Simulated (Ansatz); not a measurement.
Relaxation of a periodic cell of 13 atoms, Ti₁₂C (host Ti, host structure hcp, interstitial C), to a largest force component of 0.03 eV/Å in at most 60 steps.

Theory: DFT PBE, scalar-relativistic, plane waves, PAW in Ansatz. Settings: cutoff 420 eV, k mesh 4x3x5, gaussian smearing 0.15 eV, no spin polarisation.

```xyz
13
Lattice="5.9000 0.0000 0.0000 -4.4250 7.6643 0.0000 0.0000 0.0000 4.6846" Properties=species:S:1:pos:R:3
Ti 0.000 0.000 0.000
Ti 0.000 1.703 2.342
Ti -1.475 2.555 0.000
Ti -1.475 4.258 2.342
Ti -2.950 5.110 0.000
Ti -2.950 6.813 2.342
Ti 2.950 0.000 0.000
Ti 2.950 1.703 2.342
Ti 1.475 2.555 0.000
Ti 1.475 4.258 2.342
Ti 0.000 5.110 0.000
Ti 0.000 6.813 2.342
C 1.406 2.554 2.911
```

Problem. Where does it end, and by what steps?

Solution. The run converged. Limits of this set-up: coarse k mesh. After 20 steps the energy has fallen by 2.796 eV; C13 moved furthest, 1.00 Å. Parted: Ti1–Ti3 (2.95 → 4.01 Å), Ti2–Ti10 (2.95 → 4.01 Å). Joined: Ti4–C13 (3.40 → 2.05 Å).

```csv
step,energy less start (eV),largest force component (eV/Å),accepted
0,0.0000,4.649,yes
1,-1.1563,2.682,yes
2,-1.4429,1.095,yes
3,-1.5733,0.175,yes
4,-1.5889,0.251,yes
5,-1.6718,0.779,yes
6,-1.9107,0.853,yes
7,-2.2735,0.887,yes
8,-2.3031,1.200,yes
9,-2.4191,0.221,yes
10,-2.4237,0.103,yes
11,-2.4295,0.030,yes
12,-2.4309,0.042,yes
13,-2.4319,0.044,yes
14,-2.4354,0.051,yes
15,-2.4819,0.273,yes
16,-2.5788,0.444,yes
17,-2.6831,0.378,yes
18,-2.7831,0.217,yes
19,-2.7932,0.080,yes
20,-2.7956,0.024,yes
```

```xyz
13
Lattice="5.9000 0.0000 0.0000 -4.4250 7.6643 0.0000 0.0000 0.0000 4.6846" Properties=species:S:1:pos:R:3
Ti 0.578 0.019 0.043
Ti -0.949 1.415 2.366
Ti -2.384 2.749 0.057
Ti -0.939 4.164 2.386
Ti -2.382 5.280 0.040
Ti -2.372 6.585 2.380
Ti 3.496 0.131 0.037
Ti 2.091 1.420 2.376
Ti 0.572 2.757 0.056
Ti 2.050 4.186 2.384
Ti 0.528 5.363 0.046
Ti 0.549 6.590 2.391
C 0.569 2.770 2.402
```

Time of the run: 2.1 min on 4 threads of Intel(R) Xeon(R) 6975P-C (Granite Rapids) (shared host), peak memory 1.1 GiB.
